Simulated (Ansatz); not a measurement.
# C₄H₉FOZn: ionisation energy by level of theory

Aim: the vertical ionisation energy of C₄H₉FOZn, as cation minus neutral at the neutral's geometry, on several levels, and how well −ε(HOMO) stands in for it.

Computed with Ansatz 0.2.0, Gaussian basis. Level: unrestricted cation, the program's frozen cores in correlated methods.

The runs, in order: UKS PBE-D4/def2-TZVPP; UKS r2SCAN-D4/def2-TZVPP; UKS PBE0-D4/def2-TZVPP; UKS B3LYP-D4/def2-TZVPP; UKS wB97X-V/def2-TZVPP; UKS wB97M-V/def2-TZVPP; UKS B2PLYP (frozen core with 3s3p of Cu, Zn)/def2-TZVPP; UHF-CCSD(T) with 3s3p of Cu, Zn/def2-TZVPP; UHF-MP2 with 3s3p of Cu, Zn/def2-QZVPP; extrapolation to the limit; then −ε(HOMO) from the neutral's earlier runs with LDA (SPW92), PBE-D4, revPBE-D4, BLYP-D4, r2SCAN-D4, B97M-V, PBE0-D4, B3LYP-D4, r2SCANh-D4, r2SCAN0-D4, HSE06-D4, BHLYP-D4, CAM-B3LYP-D4, LC-ωPBE, ωB97X-V, ωB97M-V.

## 1. The geometry

The geometry comes from an earlier relaxation with PBE0-D4 in a triple-zeta def2 set; it is a stationary point, not always the lowest conformer.

SMILES `CC(C)(C)[O][Zn][F]`, 16 atoms, charge 0, spin multiplicity 1.

Atoms are counted from 1 here; the program's logs count them from 0.

Bond lengths: C1–C2 1.523 Å, C1–H8 1.092 Å, C1–H9 1.092 Å, C1–H10 1.092 Å, C2–C3 1.523 Å, C2–C4 1.523 Å, C2–O5 1.416 Å, C3–H11 1.093 Å, C3–H12 1.097 Å, C3–H13 1.092 Å, C4–H14 1.092 Å, C4–H15 1.097 Å, C4–H16 1.093 Å, O5–Zn6 1.763 Å, Zn6–F7 1.741 Å. Angles: C2–C1–H8 110.0°, C2–C1–H9 111.2°, C2–C1–H10 110.0°, H8–C1–H9 108.7°, H8–C1–H10 108.2°, H9–C1–H10 108.7°, C1–C2–C3 110.3°, C1–C2–C4 110.3°, C1–C2–O5 106.0°, C3–C2–C4 110.2°, C3–C2–O5 110.0°, C4–C2–O5 110.0°, C2–C3–H11 111.8°, C2–C3–H12 110.5°, C2–C3–H13 110.2°, H11–C3–H12 107.4°, H11–C3–H13 108.6°, H12–C3–H13 108.3° and more.

Geometry (Å):

```
C    -0.3697   -1.3961   -1.0317
C    -0.0821   -0.1727   -0.1713
C     1.4061    0.1519   -0.1964
C    -0.5450   -0.4137    1.2600
O    -0.8199    0.8908   -0.7466
Zn   -0.7914    2.5219   -0.0781
F    -0.8475    4.1693    0.4835
H    -1.4401   -1.6097   -1.0308
H     0.1628   -2.2743   -0.6593
H    -0.0594   -1.2094   -2.0614
H     2.0081   -0.6749    0.1885
H     1.6187    1.0298    0.4263
H     1.7266    0.3692   -1.2174
H    -1.6205   -0.6010    1.2810
H    -0.3352    0.4634    1.8848
H    -0.0345   -1.2670    1.7131
```

## 2. Cation, UKS PBE-D4/def2-TZVPP

in.yaml reads:

```yaml
crystal:
  periodic: [false, false, false]
  atoms:
    - {symbol: C, position_ang: [-0.369680, -1.396121, -1.031667]}
    - {symbol: C, position_ang: [-0.082125, -0.172741, -0.171304]}
    - {symbol: C, position_ang: [1.406118, 0.151935, -0.196404]}
    - {symbol: C, position_ang: [-0.545004, -0.413665, 1.259990]}
    - {symbol: O, position_ang: [-0.819907, 0.890821, -0.746571]}
    - {symbol: Zn, position_ang: [-0.791383, 2.521854, -0.078119]}
    - {symbol: F, position_ang: [-0.847485, 4.169317, 0.483464]}
    - {symbol: H, position_ang: [-1.440123, -1.609675, -1.030801]}
    - {symbol: H, position_ang: [0.162828, -2.274291, -0.659285]}
    - {symbol: H, position_ang: [-0.059422, -1.209438, -2.061398]}
    - {symbol: H, position_ang: [2.008112, -0.674887, 0.188499]}
    - {symbol: H, position_ang: [1.618740, 1.029819, 0.426271]}
    - {symbol: H, position_ang: [1.726616, 0.369222, -1.217372]}
    - {symbol: H, position_ang: [-1.620533, -0.600989, 1.281045]}
    - {symbol: H, position_ang: [-0.335193, 0.463376, 1.884780]}
    - {symbol: H, position_ang: [-0.034460, -1.267039, 1.713068]}
basis:
  gaussian: {orbitals: def2-TZVPP}
total_charge: 1
magnetization: {spin_polarized: true, initial_magnetization: 1}
hamiltonian: {xc: pbe, dispersion: d4}
```

The runs that follow: Cation, UKS r2SCAN-D4/def2-TZVPP; Cation, UKS PBE0-D4/def2-TZVPP; Cation, UKS B3LYP-D4/def2-TZVPP; Cation, UKS wB97X-V/def2-TZVPP; Cation, UKS wB97M-V/def2-TZVPP; Cation, UKS B2PLYP (frozen core with 3s3p of Cu, Zn)/def2-TZVPP; Cation, UHF-CCSD(T) with 3s3p of Cu, Zn/def2-TZVPP; Cation, UHF-MP2 with 3s3p of Cu, Zn/def2-QZVPP.

Before running them: what should the planned runs give, taken together? Wanted: ionisation energy, CCSD(T)/CBS; nearest functional by difference; nearest −ε(HOMO); −ε(HOMO) of PBE; T1 of the cation.

**Answer**, as computed:

| quantity | value |
| --- | --- |
| ionisation energy, CCSD(T)/CBS | 10.06 eV |
| nearest functional by difference | B2PLYP (-0.21 eV) |
| nearest −ε(HOMO) | ωB97M-V (+0.08 eV) |
| −ε(HOMO) of PBE | 6.24 eV |
| T1 of the cation | 0.026 |

What this shows: By cation minus neutral, the functionals miss by 0.61 eV at most. The PBE orbital energy is 3.8 eV too small: a semilocal HOMO is no ionisation energy. Among orbital estimates ωB97M-V comes nearest. Hartree-Fock falls 1.66 eV short, as the neutral has more correlation energy than the cation. For Zn the d shell is correlated and the shells below it are frozen.
